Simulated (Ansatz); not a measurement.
# Ta3AsAu2O13 (P1) in Ansatz: single point with PBE

Aim: the single point of Ta3AsAu2O13 with PBE.

Program: Ansatz 0.2.0. These are calculated values, not measurements. Logs are shortened: lines on timing, memory, paths and dates and some standing lists are left out, and cuts for length are marked.

**1. The crystal as given**

The typed cell holds 19 atoms: a = 5.402 Å, b = 5.959 Å, c = 8.675 Å, α = 100.05°, β = 94.76°, γ = 109.79°.

The cell was built by a generator and needn't be a form met in nature.

**2. Single point, PBE**

input.yaml reads:

```yaml
crystal:
  lattice:
    - [5.40201, 0.0, 0.0]
    - [-2.018, 5.60729, 0.0]
    - [-0.72047, -1.86882, 8.4406]
  atoms:
    - { symbol: Ta, position: [0.37386, 0.58885, 0.59831] }
    - { symbol: Ta, position: [0.46236, 0.26627, 0.18689] }
    - { symbol: Ta, position: [0.7083, 0.86746, 0.02761] }
    - { symbol: As, position: [0.97877, 0.98236, 0.65371] }
    - { symbol: Au, position: [0.10388, 0.53998, 0.17237] }
    - { symbol: Au, position: [0.66302, 0.32022, 0.80522] }
    - { symbol: O, position: [0.06196, 0.03577, 0.14158] }
    - { symbol: O, position: [0.98182, 0.01457, 0.8513] }
    - { symbol: O, position: [0.11152, 0.27055, 0.61508] }
    - { symbol: O, position: [0.16027, 0.81199, 0.58364] }
    - { symbol: O, position: [0.43055, 0.5336, 0.06777] }
    - { symbol: O, position: [0.91171, 0.61275, 0.98081] }
    - { symbol: O, position: [0.60406, 0.15754, 0.98626] }
    - { symbol: O, position: [0.55565, 0.98713, 0.20984] }
    - { symbol: O, position: [0.30756, 0.45473, 0.35006] }
    - { symbol: O, position: [0.79668, 0.50556, 0.28659] }
    - { symbol: O, position: [0.6638, 0.88131, 0.55106] }
    - { symbol: O, position: [0.47145, 0.71751, 0.81742] }
    - { symbol: O, position: [0.65279, 0.45184, 0.61449] }
hamiltonian:
  xc: pbe
  pseudopotentials: { kind: nc, source: spms }
kpoints:
  mp_grid: { grid: [6, 5, 3] }
scf:
  occupations: { method: fermi_dirac, width: 0.05 }
output:
  forces: true
  stress: true
  eigenvalues: true
```

Potentials or basis: SPMS NC.

On the command line:

```
> ansatz run input.yaml --threads 8 --pin off --max-ram 20480MiB --backend cpu --events-out ev --progress --plain --runs-dir out
```

The log of the run:

```text
Warning: RAYON_NUM_THREADS=8 ignored (pool sized by the plan → 8); use --threads N
Engine: ansatz 0.2.0, aarch64-unknown-linux-gnu
Pseudopotentials: kind: nc
Pseudopotential: Ta, nc, valence charge 13, recommended cutoff 462.593566181796 eV (normal), Ta.nc.azcp
Pseudopotential: As, nc, valence charge 15, recommended cutoff 816.3415873796399 eV (normal), As.nc.azcp
Pseudopotential: Au, nc, valence charge 19, recommended cutoff 517.016338673772 eV (normal), Au.nc.azcp
Pseudopotential: O, nc, valence charge 6, recommended cutoff 1034.032677347544 eV (normal), O.nc.azcp
Functional definition: PBE
  parameter kappa = 0.804
  parameter beta = 0.06672455060314922
  exchange = pbe_x(kappa = kappa, mu = beta*pi^2/3)
  correlation = pbe_c(beta = beta)
Crystal: 19 atoms, lattice volume = 255.671 Å³
Basis set: ecut = 1034.032677347544 eV, 19331 PW (Γ), exchange–correlation on 120×128×192 points (8 copies of the dense FFT grid, shifted against one another)
Bands: 104, of which v1, the nominal top of the filled ones, is band 85 counted from 1 (84 counted from 0)
Symmetry: 1 space group operations
Space group: P1 (ITA 1), of the structure as read, at distance tolerance 6.3e-5 Å
k-points: 46 of 90 (time reversal used)
Non-local potential: Ta, projectors of the file, l = 0: 2, l = 1: 2, l = 2: 2, l = 3: 2
Non-local potential: As, projectors of the file, l = 0: 2, l = 1: 2, l = 2: 2
Non-local potential: Au, projectors of the file, l = 0: 2, l = 1: 2, l = 2: 2, l = 3: 1
Non-local potential: O, projectors of the file, l = 0: 2, l = 1: 2, l = 2: 1
Initial density: superposition of atomic densities (chi_scale 0.1, normalization cell, long waves kept (reshape's long-wave potential 0.13 eV rms))
Initial wavefunctions: pseudopotential atomic-orbital guess
Functional: x = pbe(κ = 0.804, μ = 0.2195149727645171), c = pbe(β = 0.06672455060314922)
SCF iter   1: F=—  HF=-21711.566393 eV  |F-HF|=—  |Δ(HF+E_count)|=         —  Δρ=1.07e-1  dr2=3.53e1  ethr=3.10e-3  ⟨swp⟩=6.2  Hψ=17103  notcnv=0  defer=128
preconditioner: auto → Resta (q_TF=auto, 2.549 Å⁻¹)  ε∞=6.2  [insulator: Δε(μ)=0.818 eV  Ē_g=11.123 eV  σ=0.050 eV  W_gap=1.00  n_scr=72 (ndim 8)  ℏωp=25.4 eV  f_vac=0.084  D(μ)=0.00/eV (n_scr^D=0)  ε∞_Penn≈6.2]
SCF iter   2: F=—  HF=-21703.863112 eV  |F-HF|=—  |Δ(HF+E_count)|=    7.70e0  Δρ=4.60e-2  dr2=3.45e0  ethr=3.10e-3  ⟨swp⟩=3.0  Hψ=10264  notcnv=0  defer=334
SCF iter   3: F=—  HF=-21703.188979 eV  |F-HF|=—  |Δ(HF+E_count)|=   6.74e-1  Δρ=2.14e-2  dr2=9.98e-1  ethr=2.03e-3  ⟨swp⟩=2.0  Hψ=5627  notcnv=0  defer=235
automatic band count: iteration 3 solves 99 bands in place of 104: the levels show a gap, and the empty bands left out lie too high to hold charge; the band table lists the bands solved (type scf.n_extra_bands for more)
SCF iter   4: F=—  HF=-21703.057856 eV  |F-HF|=—  |Δ(HF+E_count)|=   1.31e-1  Δρ=1.10e-2  dr2=2.89e-1  ethr=5.87e-4  ⟨swp⟩=2.2  Hψ=7389  notcnv=0  defer=235
SCF iter   5: F=—  HF=-21703.040405 eV  |F-HF|=—  |Δ(HF+E_count)|=   1.75e-2  Δρ=4.91e-3  dr2=5.64e-2  ethr=1.70e-4  ⟨swp⟩=2.0  Hψ=7479  notcnv=0  defer=235
SCF iter   6: F=—  HF=-21703.043140 eV  |F-HF|=—  |Δ(HF+E_count)|=   2.74e-3  Δρ=2.05e-3  dr2=1.18e-2  ethr=3.32e-5  ⟨swp⟩=1.6  Hψ=6178  notcnv=0  defer=229
SCF iter   7: F=—  HF=-21703.046966 eV  |F-HF|=—  |Δ(HF+E_count)|=   3.83e-3  Δρ=1.20e-3  dr2=4.55e-3  ethr=6.95e-6  ⟨swp⟩=2.0  Hψ=6879  notcnv=0  defer=229
SCF iter   8: F=—  HF=-21703.048019 eV  |F-HF|=—  |Δ(HF+E_count)|=   1.05e-3  Δρ=4.29e-4  dr2=6.10e-4  ethr=2.67e-6  ⟨swp⟩=2.0  Hψ=6838  notcnv=0  defer=229
SCF iter   9: F=—  HF=-21703.048543 eV  |F-HF|=—  |Δ(HF+E_count)|=   5.23e-4  Δρ=2.31e-4  dr2=1.79e-4  ethr=3.59e-7  ⟨swp⟩=2.0  Hψ=6999  notcnv=0  defer=229
SCF iter  10: F=—  HF=-21703.048631 eV  |F-HF|=—  |Δ(HF+E_count)|=   8.80e-5  Δρ=7.64e-5  dr2=2.29e-5  ethr=1.06e-7  ⟨swp⟩=2.0  Hψ=6632  notcnv=0  defer=229
SCF iter  11: F=—  HF=-21703.048949 eV  |F-HF|=—  |Δ(HF+E_count)|=   3.18e-4  Δρ=4.29e-5  dr2=5.32e-6  ethr=1.35e-8  ⟨swp⟩=2.0  Hψ=6959  notcnv=0  defer=229
SCF iter  12: F=—  HF=-21703.048953 eV  |F-HF|=—  |Δ(HF+E_count)|=   4.19e-6  Δρ=4.30e-5  dr2=4.16e-6  ethr=3.13e-9  ⟨swp⟩=2.0  Hψ=7033  notcnv=0  defer=229
SCF iter  13: F=—  HF=-21703.048953 eV  |F-HF|=—  |Δ(HF+E_count)|=   3.15e-7  Δρ=1.29e-5  dr2=4.36e-7  ethr=2.45e-9  ⟨swp⟩=2.0  Hψ=7033  notcnv=0  defer=229
SCF iter  14: F=—  HF=-21703.048953 eV  |F-HF|=—  |Δ(HF+E_count)|=   9.16e-8  Δρ=6.96e-6  dr2=1.32e-7  ethr=5.88e-11  ⟨swp⟩=15.0  Hψ=20040  notcnv=0
SCF iter  15: F=-21703.048953 eV  HF=-21703.048953 eV  |F-HF|=2.93e-8  |Δ(HF+E_count)|=   3.58e-8  Δρ=4.43e-6  dr2=5.18e-8  ethr=5.88e-11  ⟨swp⟩=4.4  Hψ=15241  notcnv=0
SCF 1 converged in 15 iterations: F = -21703.048953 eV  dr2 = 5.18e-8
SCF converged after 15 iterations
Free energy (F): -21703.048953 eV
Harris-Foulkes:  -21703.048953 eV  (|F-HF|=2.93e-8)
Internal energy: -21703.047097 eV  (E = F + TS)
E sigma→0 (E₀):  -21703.048025 eV
Entropy (-TS):   -0.001856 eV (-0.098 meV/atom)
Fermi energy:    8.185760 eV
--- Per-component energies (eV) ---
  E_band       = -1902.007405
  E_kinetic    = 9127.459372
  E_local      = -15052.247372  (includes V_loc(G=0)·N_el)
  E_nonlocal   = -4544.728073
  E_hartree    = 6216.901839
  E_xc         = -4509.795541
  E_vxc        = -3866.296996  (∫ρ·V_xc dr)
  E_ewald      = -12940.637322
  E_smearing   = -0.001856  (= −TS)
  E_closure    = -0.000000  (closes the sum)
  Σ components = -21703.048953   (vs F -21703.048953, Δ=0.00e0)
--- Forces (eV/Å), atoms counted from 1 ---
  atom   1  Ta     0.02830657    -0.00535263     0.05395648
  atom   2  Ta     0.04587955    -0.01125470     0.01324001
  atom   3  Ta     0.00865721     0.03104614     0.02400073
  atom   4  As     0.00824822     0.00891440    -0.00317941
  atom   5  Au    -0.00215146     0.02073397    -0.01140334
  atom   6  Au    -0.02406382    -0.04198817    -0.03285587
[... 11 lines left out ...]
  atom  18  O      0.02681062    -0.00295725    -0.04116446
  atom  19  O     -0.06811952     0.05697616    -0.03333945
  max |Σ_I F_I| component: 4.30e-5 eV/Å
--- Stress (GPa, compression-positive) ---
       -0.553702       0.036857      -0.025934
        0.036857      -0.500051      -0.086670
       -0.025934      -0.086670      -0.478185
  P = ⅓ Tr σ = -0.5106 GPa (-5.106 kbar)
--- Band table (eV; the first three rows and the last of 46) ---
  k-point 0: bands = ["-97.4589", "-97.1634", "-60.1939", "-60.0682", "-60.0338", "-49.1561", "-49.0759", "-48.9548", "-48.6761", "-48.2667", "-48.0267", "-28.6362", "-28.6230", "-28.6102", "-28.5191", "-28.5132", "-26.7855", "-26.6975", "-26.6438", "-26.6315", "-26.6125", "-26.6075", "-26.5904", "-26.5471", "-26.5025", "-11.8591", "-10.6539", "-9.7750", "-9.7102", "-9.6501", "-9.4946", "-9.4240", "-9.3367", "-8.9378", "-8.8673", "-8.7477", "-8.6352", "-8.2832", "-1.4905", "1.1585", "1.5330", "1.7438", "1.8994", "2.0220", "2.4238", "2.4774", "2.5581", "2.7837", "2.8364", "2.9908", "3.1825", "3.2416", "3.6127", "3.7657", "3.9184", "4.0825", "4.3103", "4.5074", "4.6173", "4.7106", "4.8875", "4.9865", "5.1265", "5.1918", "5.4118", "5.5037", "5.5813", "5.8658", "6.0204", "6.1107", "6.2724", "6.4196", "6.5109", "6.5934", "6.6963", "6.8112", "6.8335", "6.9526", "7.0261", "7.1967", "7.2879", "7.3898", "7.4398", "7.7751", "7.7955", "8.5683", "9.8552", "11.1396", "11.3348", "11.6453", "11.7100", "11.9686", "12.1226", "12.3567", "12.8631", "12.9973", "13.1539", "14.0446", "14.2605"]
  k-point 1: bands = ["-97.4589", "-97.1634", "-60.1939", "-60.0682", "-60.0338", "-49.1561", "-49.0759", "-48.9548", "-48.6761", "-48.2667", "-48.0267", "-28.6362", "-28.6230", "-28.6102", "-28.5191", "-28.5132", "-26.7861", "-26.6980", "-26.6434", "-26.6313", "-26.6120", "-26.6075", "-26.5875", "-26.5493", "-26.5032", "-11.8557", "-10.6422", "-9.7828", "-9.7052", "-9.6577", "-9.5169", "-9.4243", "-9.3776", "-8.9226", "-8.8565", "-8.7494", "-8.6014", "-8.2765", "-1.4884", "1.2025", "1.4129", "1.7439", "1.8873", "1.9980", "2.3195", "2.4035", "2.5613", "2.8607", "2.9390", "3.0014", "3.1792", "3.4175", "3.5489", "3.8008", "3.9791", "4.1669", "4.2515", "4.3902", "4.5506", "4.7071", "4.8878", "5.0598", "5.1625", "5.2849", "5.4380", "5.5633", "5.7026", "5.8448", "5.9364", "6.0576", "6.2488", "6.3806", "6.4718", "6.5448", "6.6162", "6.7632", "6.8431", "6.9158", "7.0719", "7.2175", "7.2732", "7.3940", "7.4249", "7.7896", "7.8106", "8.4587", "9.9299", "11.2202", "11.3686", "11.6174", "11.7026", "11.9291", "12.2132", "12.4449", "12.8600", "13.0183", "13.1423", "13.9406", "14.2151"]
  k-point 2: bands = ["-97.4589", "-97.1634", "-60.1939", "-60.0682", "-60.0339", "-49.1561", "-49.0759", "-48.9548", "-48.6761", "-48.2667", "-48.0267", "-28.6361", "-28.6230", "-28.6102", "-28.5191", "-28.5132", "-26.7849", "-26.6979", "-26.6504", "-26.6299", "-26.6088", "-26.6075", "-26.5885", "-26.5475", "-26.5033", "-11.7974", "-10.5741", "-9.8374", "-9.7919", "-9.6494", "-9.5747", "-9.3995", "-9.3243", "-8.9628", "-8.8902", "-8.7353", "-8.6180", "-8.2827", "-1.3125", "1.1840", "1.4648", "1.7049", "1.8585", "2.0752", "2.3774", "2.4426", "2.5688", "2.7362", "2.7930", "3.0997", "3.2521", "3.4173", "3.5998", "3.8296", "3.9333", "4.0665", "4.2326", "4.3800", "4.6443", "4.7086", "4.8183", "4.9911", "5.0496", "5.1988", "5.4049", "5.5866", "5.7312", "5.7907", "6.0083", "6.0985", "6.2701", "6.3696", "6.5399", "6.6583", "6.6737", "6.7116", "6.8641", "6.9676", "6.9752", "7.1460", "7.2494", "7.3211", "7.4750", "7.6582", "7.7922", "8.6027", "9.8564", "11.1367", "11.3616", "11.5949", "11.7848", "12.0624", "12.2554", "12.3703", "12.8863", "13.0425", "13.1918", "14.0336", "14.2460"]
  k-point 45: bands = ["-97.4589", "-97.1634", "-60.1938", "-60.0682", "-60.0339", "-49.1561", "-49.0759", "-48.9548", "-48.6761", "-48.2667", "-48.0267", "-28.6361", "-28.6229", "-28.6101", "-28.5191", "-28.5132", "-26.7838", "-26.7009", "-26.6546", "-26.6316", "-26.6100", "-26.6052", "-26.5914", "-26.5458", "-26.4971", "-11.7363", "-10.2796", "-10.0370", "-9.9510", "-9.6353", "-9.4777", "-9.3951", "-9.3030", "-9.0462", "-8.9392", "-8.7819", "-8.6523", "-8.2815", "-1.2136", "1.1256", "1.3867", "1.6238", "1.7157", "2.1778", "2.3970", "2.4880", "2.7172", "2.8054", "2.9645", "3.0933", "3.2766", "3.5312", "3.6636", "3.9078", "4.0960", "4.2411", "4.3425", "4.4873", "4.6285", "4.7201", "4.8750", "4.9987", "5.1515", "5.1958", "5.3311", "5.3533", "5.6284", "5.6456", "5.8133", "5.9909", "6.1076", "6.2360", "6.3777", "6.4121", "6.5025", "6.7234", "6.8519", "6.8998", "7.0429", "7.1541", "7.2362", "7.3690", "7.4070", "7.6572", "7.9345", "8.5387", "9.4766", "11.1351", "11.6547", "11.6880", "11.9224", "12.0778", "12.3198", "12.5300", "12.6756", "13.0469", "13.6068", "13.7270", "14.2686"]
```

Run time: 95 s. Hardware: 8 threads of Arm Neoverse V2, shared host; peak memory 5.3 GiB.

What came out:

* Free energy: -21703.0490 eV
* Pressure: -0.5 GPa
* Largest force: 0.104 eV/Å
* Band gap on the k mesh: 0.52 eV, indirect (least direct gap 0.59 eV)

Forces in eV/Å, atoms in the order of the input:
```
Ta   0.028 -0.005  0.054
Ta   0.046 -0.011  0.013
Ta   0.009  0.031  0.024
As   0.008  0.009 -0.003
Au  -0.002  0.021 -0.011
Au  -0.024 -0.042 -0.033
O   -0.030  0.003 -0.034
O    0.001  0.005 -0.082
O    0.020 -0.009  0.014
O   -0.023  0.003  0.030
O    0.028 -0.012  0.021
O   -0.009  0.040  0.035
O    0.000 -0.048  0.066
O   -0.012  0.061 -0.066
O    0.046 -0.019  0.022
O   -0.080 -0.056 -0.037
O    0.035 -0.023  0.063
O    0.027 -0.003 -0.041
O   -0.068  0.057 -0.033
```

Levels at points of the mesh, in eV from the valence-band top:
| k point | band 81 | band 82 | band 83 | band 84 | band 85 | band 86 | band 87 | band 88 | band 89 | band 90 |
| --- | --- | --- | --- | --- | --- | --- | --- | --- | --- | --- |
| (0.00, 0.00, 0.00) | -0.65 | -0.54 | -0.49 | -0.16 | -0.14 | 0.63 | 1.92 | 3.21 | 3.40 | 3.71 |
| (-0.50, 0.00, 0.00) | -0.82 | -0.64 | -0.59 | -0.26 | -0.12 | 0.55 | 1.77 | 3.41 | 3.56 | 3.72 |

Caveat: odd divisions of the mesh miss points on the zone boundary, where band edges often lie, so the gap on the mesh can be too wide; the pressure holds a Pulay correction of +0.4 GPa for the finite cutoff; spin-orbit coupling is left out, which moves the levels of the heavy elements.
